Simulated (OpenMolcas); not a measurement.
# Mo⁵⁺ among point charges: CASSCF and CASPT2 levels and susceptibility

How does a field of 6 point charges split the states of Mo⁵⁺, and what χT follows?

Method: state-averaged CASSCF and CASPT2, spin-orbit coupling by RASSI with atomic mean-field integrals. Code: OpenMolcas 26.06.

## 1. What is computed

| Quantity | Value |
| --- | --- |
| Species | Mo⁵⁺ (molybdenum, Z = 42, 37 electrons) |
| Basis | ANO-RCC-VDZP [6s5p3d1f], 43 functions |
| Scalar Hamiltonian | DKH2, point nucleus |
| Inactive shells | 1s 2s 2p 3s 3p 3d 4s 4p |
| Active space | 1 electron in 5 orbitals (4d) |
| Some configurations of this space | 4d |
| Orbitals | optimised for each spin and parity, averaged over all roots |

Outer shells as boxes (Hund's rule):

4d
```
4d [↑ ][  ][  ][  ][  ]
```

The ion sits among 6 point charges of -0.65 e arranged as a tetragonal octahedron (D4h), 1.79 Å from the ion, with the axial distance 1.862 Å.

The work runs as a chain of OpenMolcas steps in one folder; each step below is one input file. Labels, J, g values, rates, χT and fits are worked out afterwards by a script from the matrices that RASSI stores. The input lists half of the charges; inversion (Group=XYZ) makes the rest.

## 2. GATEWAY and SEWARD: basis and integrals

Contents of a.inp:

```
&GATEWAY
Coord
1

Mo 0.0 0.0 0.0
Basis=ANO-RCC-VDZP
Group=XYZ
NoMove
AngMom=0.0 0.0 0.0
AMFI
XField
3 Angstrom 0
1.790000 0.000000 0.000000 -0.650000
0.000000 1.790000 0.000000 -0.650000
0.000000 0.000000 1.861600 -0.650000
&SEWARD
```

Run with:

```
$ OMP_NUM_THREADS=1 MOLCAS_MEM=1689 MOLCAS_PROJECT=a pymolcas a.inp > a.log
```

## 3. Reference wave functions, doublets of even parity, 5 roots

Contents of a.inp:

```
&RASSCF
FileOrb=start.orb
Symmetry=1
Spin=2
nActEl=1 0 0
Inactive=9 9
Ras2=5 0
CIRoot=5 5 1
SDav=5
CIMx=300
Iter=120 100
PrWF=0.3
OrbListing=Nothing
MaxOrb=0
>>> COPY $Project.JobIph JOB001
```

start.orb holds the contracted functions of the basis, ordered by shell, or the orbitals of the step before.

## 4. RASSI: spin-orbit coupling between the states

Contents of a.inp:

```
&RASSI
NrOfJobIphs=1 5
1 2 3 4 5
IphNames
JOB001
EJob
SpinOrbit
DIPRint=1.0
SOCoupling=1000.0
Subsets=2
Property=9
'ANGMOM' 1 'ANGMOM' 2 'ANGMOM' 3 'MLTPL  1' 1 'MLTPL  1' 2 'MLTPL  1' 3
'AMFI' 1 'AMFI' 2 'AMFI' 3
SOProperty=3
'ANGMOM' 1 'ANGMOM' 2 'ANGMOM' 3
```

## 5. CASPT2: IPEA 0.25, imaginary shift 0.1 (closed shells correlated: 4s 4p)

Contents of a.inp:

```
>>> COPY JOB001 $Project.JobIph
&CASPT2
Multistate=5 1 2 3 4 5
NoMult
Frozen=8 6
IPEA=0.25
Imaginary=0.1
MaxIter=60
WThr=0.0 0.3 0.05
PrWF=0.5
NoMix
```

(Steps that only read results are left out.)

**Question.** What will these runs give? Wanted: spin-free ground state; first state of the same spin within the active space; lowest level; next level.

The runs gave:

| quantity | value |
| --- | --- |
| method | SS-CASPT2, IPEA 0.25, imaginary shift 0.1 (closed shells correlated: 4s 4p) |
| spin-free ground state | 2E, 2-fold in its orbital part |
| first state of the same spin within the active space | 2B2 at 506 cm⁻¹ |
| lowest level | 2-fold E1/2, g = 0.10, 1.00, 1.00 |
| next level | 344.6 cm⁻¹ |
| χT at 300 K | 0.15 cm³ K/mol |
| effective moment at 300 K | 1.09 μB |

Cost by method:

```tsv
method	time of its own steps	time with the reference
A. CASSCF	1.5 s	1.5 s
B. SS-CASPT2, IPEA 0.25, imaginary shift 0.1, +4s 4p	0.52 s	2 s
```

Times are of one thread on a shared host.

In words: The spin-free ground state (2E) comes to 100 % from free-ion D terms and keeps the highest spin of the shell. χT at 300 K is 0.15, against 0.38 cm³ K/mol for the spin alone, so orbital moment lowers it. The field of point charges can differ much from that of real complexes. This is an electrostatic model: the charges have no orbitals.
